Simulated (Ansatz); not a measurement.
The system is NiMoIrPdW.

```xyz
5
Lattice="2.7662 0.0000 0.0000 -1.3831 2.3956 0.0000 0.0000 0.0000 11.0229" Properties=species:S:1:pos:R:3 pbc="T T T"
Ni    0.0000    1.5971    6.5820
Mo    0.0000    0.0000    4.5276
Pd    1.3831    0.7985    8.7654
Ir    1.3831    0.7985    2.2002
W     0.0000    1.5971   10.9936
```

The cell was built by a generator and needn't be a form met in nature.

Base run:

| Property | Result |
| --- | --- |
| Program | Ansatz 0.2.0 |
| Functional | PBE |
| Potentials or basis | Ansatz PAW |
| Cutoff | 420 eV |
| Density cutoff | 1680 eV |
| k mesh | 11 × 11 × 3 |
| Occupations | fermi-dirac, width 0.05 eV |
| Spin | collinear spin, ferromagnetic start |
| Starting moments | [1.0, 1.0, 0.0, 0.6, 0.0] μB |

Its results: band gap on the k mesh none (metal or under the smearing width); net moment 0.00 μB per cell; largest force 0.161 eV/Å.

Task: The run is repeated on the same cell with these changes: functional from PBE to r2SCAN0; cutoff from 420 eV to 500 eV; density cutoff from 1680 eV to 2000 eV; k mesh from 11 × 11 × 3 to 5 × 5 × 1. What comes out?

Result: Band gap on the k mesh none (metal or under the smearing width); net moment 1.24 μB per cell; site moments Ni +0.98; Mo -0.03; Pd -0.01; Ir +0.51; W -0.11 μB; largest force 1.398 eV/Å.

Several settings changed at once, so the effect can't be laid on one alone.

Caveats: some runs use coarse meshes; the magnetic or orbital state may not be the lowest (some runs); the PAW data sets come from PBE, with cores solved anew for the run's functional, which leaves a small shift of forces and pressure (some runs); forces of over 1 eV/Å show positions far from the minimum, so gaps and moduli don't describe the material at rest (some runs).

Not every run made on this cell is shown here.
